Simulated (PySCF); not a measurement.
# C6H15N (isohexylamine): the cost of one run

Computed with PySCF 2.14.0 and routines of our own; the level stands in each step. Atoms count from 0.

## (1) The starting structure

22 atoms, charge 0, multiplicity 1; geometry from: GFN2-xTB.

## (2) Magnetic properties: GIAO B97-2/pcSseg-1

Job settings and geometry (Å):

```
{"job": {"kind": "mag", "xc": "B97-2", "basis": "pcSseg-1", "isotopologues": 2}, "charge": 0, "multiplicity": 1}
C     -2.175898     1.082464    -1.090841
C     -1.427708    -0.045784    -0.382333
C     -1.934447    -0.177916     1.051858
C      0.079569     0.222352    -0.436389
C      0.934939    -0.948977     0.039827
C      2.425667    -0.662052    -0.133175
N      2.814834     0.497633     0.654049
H     -3.247754     0.896695    -1.083833
H     -1.850370     1.171414    -2.124895
H     -1.988093     2.029992    -0.590134
H     -1.631926    -0.984214    -0.911739
H     -1.469508    -1.019756     1.557630
H     -3.011330    -0.333761     1.058721
H     -1.716175     0.727775     1.613743
H      0.354901     0.448372    -1.469151
H      0.318978     1.099673     0.165607
H      0.739714    -1.151181     1.094533
H      0.681636    -1.847719    -0.527409
H      2.996113    -1.571453     0.127946
H      2.633730    -0.428266    -1.181240
H      3.800306     0.698516     0.524652
H      2.662410     0.315578     1.640938
```

Level: GIAO B97-2/pcSseg-1 magnetisability, rotational g tensor and spin-rotation constants, non-relativistic, gas phase.

Run with:

```sh
$ OMP_NUM_THREADS=1 python excited_run.py task.json out
```

This one command runs all jobs of the session in turn.

**Question.** How long does this first job take on 1 thread of Arm Neoverse N1, shared host, and how much memory does it need?

About 62 s, with a peak of 0.95 GiB.
